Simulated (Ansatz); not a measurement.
# Al (Aluminum): the cost of one run

Method: DFT PBE, scalar-relativistic, plane waves, PAW, in Ansatz 0.2.0.

### 1 Starting point

The structure is cubic, space group Fm-3m (No. 225). Conventional cell: a = 4.042 Å, b = 4.042 Å, c = 4.042 Å, α = 90.00°, β = 90.00°, γ = 90.00°. Al (site symmetry m-3m) is surrounded by 12 Al at 2.86 Å.

Coordinates:

```
Al
1.0
     0.00000    2.02106    2.02106
     2.02106    0.00000    2.02106
     2.02106    2.02106    0.00000
Al
1
Direct
  0.00000 0.00000 0.00000
```

This cell comes from an earlier session at PBE: 16.511 Å³/atom at 0.00 GPa, on a 18×18×18 mesh.

Volume factors to run: 0.980, 1.020, 0.960, 1.040.

### 2 Volume × 0.980

input.yaml

```yaml
crystal:
  lattice:
    - [0.0, 2.007497388, 2.007497388]
    - [2.007497388, 0.0, 2.007497388]
    - [2.007497388, 2.007497388, 0.0]
  atoms:
    - { symbol: Al, position: [0.0, 0.0, 0.0] }
basis:
  ecutwfc: 420
  ecutrho_ratio: 4
kpoints:
  mp_grid: { grid: [18, 18, 18] }
hamiltonian:
  xc: pbe
scf:
  occupations: { method: gaussian, width: 0.05 }
output:
  forces: true
  stress: true
  eigenvalues: true
```

On the command line:

```sh
$ ansatz run input.yaml --threads 1 --pin off --max-ram 2560MiB --backend cpu --events-out ev --progress --plain --runs-dir out
```

**Question.** How long does this run take on 1 thread of Intel Xeon at 2.50GHz (Skylake/Cascade Lake), shared host, and how much memory does it need?

About 3.2 s, with a peak of 0.29 GiB.
